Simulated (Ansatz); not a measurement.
**Ta3GaC3: one candidate of a structure search**

The task: take a trial cell of Ta3GaC3 to zero force and stress.

Method: DFT PBE, scalar-relativistic, plane waves, PAW, in Ansatz 0.2.0.

1 further run of the same task is left out (it didn't finish).

**1. Starting point**

It takes space group Pm-3m (No. 221, cubic). Conventional cell: a = 4.986 Å, b = 4.986 Å, c = 4.986 Å, α = 90.00°, β = 90.00°, γ = 90.00°. Ta (site symmetry 4/mmm) has 4 C at 2.49 Å as nearest neighbours. Ga (site symmetry m-3m) has 6 C at 2.49 Å as nearest neighbours. Around C (site symmetry 4/mmm) lie 4 Ta at 2.49 Å and 2 Ga at 2.49 Å.

Structure file:

```cif
data_structure
_symmetry_space_group_name_H-M 'P 1'
_symmetry_Int_Tables_number 1
_cell_length_a 4.9856
_cell_length_b 4.9856
_cell_length_c 4.9856
_cell_angle_alpha 90.000
_cell_angle_beta 90.000
_cell_angle_gamma 90.000
_cell_volume 123.92
loop_
_atom_site_label
_atom_site_type_symbol
_atom_site_fract_x
_atom_site_fract_y
_atom_site_fract_z
_atom_site_occupancy
Ta1 Ta 0.00000 0.50000 0.50000 1
Ta2 Ta 0.50000 0.00000 0.50000 1
Ta3 Ta 0.50000 0.50000 0.00000 1
Ga1 Ga 0.00000 0.00000 0.00000 1
C1 C 0.50000 0.00000 0.00000 1
C2 C 0.00000 0.50000 0.00000 1
C3 C 0.00000 0.00000 0.50000 1
```

Recipe of the guess: random cell by space group and Wyckoff sites (Pm-3m, No. 221). Its size is a rough estimate.

**2. Probe: one point on a coarse mesh**

input.yaml

```yaml
crystal:
  lattice:
    - [4.98557495, 0.0, 0.0]
    - [0.0, 4.98557495, 0.0]
    - [0.0, 0.0, 4.98557495]
  atoms:
    - { symbol: Ta, position: [0.0, 0.5, 0.5] }
    - { symbol: Ta, position: [0.5, 0.0, 0.5] }
    - { symbol: Ta, position: [0.5, 0.5, 0.0] }
    - { symbol: Ga, position: [0.0, 0.0, 0.0] }
    - { symbol: C, position: [0.5, 0.0, 0.0] }
    - { symbol: C, position: [0.0, 0.5, 0.0] }
    - { symbol: C, position: [0.0, 0.0, 0.5] }
basis:
  ecutwfc: 420
kpoints:
  mp_grid: { grid: [4, 4, 4] }
hamiltonian:
  xc: pbe
scf:
  occupations: { method: gaussian, width: 0.1 }
  lower_state_search: "off"
output:
  forces: true
  stress: true
  eigenvalues: true
```

Started as:

```sh
$ ansatz run input.yaml --threads 1 --pin off --max-ram 2048MiB --backend cpu --events-out ev --progress --plain --runs-dir out
```

The log of the run, cut to the lines that bear on the results:

```text
[...]
SCF converged after 7 iterations
Free energy (F): -34324.941400 eV
[...]
E sigma→0 (E₀):  -34324.919780 eV
Entropy (-TS):   -0.043241 eV (-6.177 meV/atom)
Fermi energy:    10.708375 eV
[...]
--- Forces (eV/Å), atoms counted from 1 ---
  atom   1  Ta     0.00000000    -0.00000000     0.00000000
  atom   2  Ta     0.00000000    -0.00000000     0.00000000
  atom   3  Ta     0.00000000    -0.00000000     0.00000000
  atom   4  Ga    -0.00000000     0.00000000    -0.00000000
  atom   5  C      0.00000000    -0.00000000     0.00000000
  atom   6  C      0.00000000     0.00000000     0.00000000
  atom   7  C      0.00000000     0.00000000     0.00000000
[...]
--- Stress (GPa, compression-positive) ---
      -40.318926       0.000000       0.000000
        0.000000     -40.318926       0.000000
        0.000000       0.000000     -40.318926
  P = ⅓ Tr σ = -40.3189 GPa (-403.189 kbar)
--- Band table (eV; the first three rows and the last of 10) ---
[...]
```

Wall time 2.5 s (1 thread of Intel Xeon Platinum 8488C (Sapphire Rapids), shared host); peak memory 0.52 GiB.

Read-out: pressure -40.3 GPa, largest force 0.00 eV/Å, gap on this mesh none (metal). A guess like this is first relaxed loosely on the coarse mesh.

(Part 1 of 3 ends here.)
